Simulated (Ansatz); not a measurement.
Geometry optimisation, DFT PBE-D3(BJ), scalar-relativistic, plane waves, PAW (Ansatz).

Input file:

```yaml
accuracy: low
crystal:
  lattice:
    - [5.76, 0.0, 0.0]
    - [0.0, 5.76, 0.0]
    - [0.0, 0.0, 5.76]
  atoms:
    - { symbol: Cr, position: [0.0, 0.0, 0.0], spin: 1.5 }
    - { symbol: Cr, position: [0.5, 0.0, 0.0], spin: 1.5 }
    - { symbol: Cr, position: [0.0, 0.5, 0.0], spin: 1.5 }
    - { symbol: Cr, position: [0.0, 0.0, 0.5], spin: 1.5 }
    - { symbol: Cr, position: [0.25, 0.25, 0.25], spin: 1.5 }
    - { symbol: Cr, position: [0.5, 0.5, 0.0], spin: 1.5 }
    - { symbol: Cr, position: [0.5, 0.0, 0.5], spin: 1.5 }
    - { symbol: Cr, position: [0.75, 0.25, 0.25], spin: 1.5 }
    - { symbol: Cr, position: [0.0, 0.5, 0.5], spin: 1.5 }
    - { symbol: Cr, position: [0.25, 0.75, 0.25], spin: 1.5 }
    - { symbol: Cr, position: [0.25, 0.25, 0.75], spin: 1.5 }
    - { symbol: Cr, position: [0.5, 0.5, 0.5], spin: 1.5 }
    - { symbol: Cr, position: [0.75, 0.75, 0.25], spin: 1.5 }
    - { symbol: Cr, position: [0.75, 0.25, 0.75], spin: 1.5 }
    - { symbol: Cr, position: [0.25, 0.75, 0.75], spin: 1.5 }
    - { symbol: Cr, position: [0.75, 0.75, 0.75], spin: 1.5 }
    - { symbol: B, position: [0.6165621, 0.7480621, 0.4978159] }
magnetization:
  spin_polarized: true
basis:
  ecutwfc: 420.0
kpoints:
  mp_grid: { grid: [2, 2, 2] }
hamiltonian:
  xc: pbe
  dispersion: d3bj
scf:
  occupations: { method: fermi_dirac, width: 0.1 }
  lower_state_search: "off"
relax:
  f_tol: 0.08
  max_steps: 25
  adjacent_minimum: "off"
output:
  write_density: true
  write_potential: true
  elf: true
  volumetric_format: npy
```

Run as:

```bash
$ ansatz run input.yaml --threads 4 --pin off --max-ram 10240MiB --backend cpu --events-out ev --progress --plain --runs-dir out
```

Problem. Where does it end, and by what steps?

Solution. The forces met the threshold. Limits of this set-up: coarse k mesh, a small cell, in which the defect meets its images, low accuracy level. After 7 steps the energy has fallen by 6.004 eV; B17 moved furthest, 0.63 Å. The start is strongly strained (largest force component 11 eV/Å).

| step | energy less start (eV) | largest force component (eV/Å) | accepted |
| --- | --- | --- | --- |
| 0 | 0.0000 | 10.514 | yes |
| 1 | -3.1521 | 6.195 | yes |
| 2 | -4.9758 | 1.093 | yes |
| 3 | -5.3160 | 1.428 | yes |
| 4 | -5.6711 | 1.383 | yes |
| 5 | -5.9784 | 0.260 | yes |
| 6 | -6.0038 | 0.096 | yes |
| 7 | -6.0044 | 0.015 | yes |

```xyz
17
Lattice="5.7600 0.0000 0.0000 0.0000 5.7600 0.0000 0.0000 0.0000 5.7600" Properties=species:S:1:pos:R:3
Cr 0.040 -0.008 -0.001
Cr 2.920 0.015 -0.001
Cr 0.040 2.887 -0.001
Cr 0.040 0.015 2.879
Cr 1.413 1.439 1.373
Cr 2.919 2.864 -0.001
Cr 2.920 0.362 2.879
Cr 4.426 1.439 1.373
Cr 0.039 2.864 2.879
Cr 1.473 4.319 1.432
Cr 1.413 1.439 4.386
Cr 2.919 2.517 2.879
Cr 4.366 4.319 1.433
Cr 4.426 1.439 4.386
Cr 1.473 4.319 4.326
Cr 4.366 4.319 4.326
B 2.920 4.319 2.879
```

Whether the end is a true minimum wasn't checked by a vibrational analysis.

The run took 110 s on 4 threads of Intel(R) Xeon(R) Platinum 8488C (Sapphire Rapids) (shared host), peak memory 1.1 GiB.
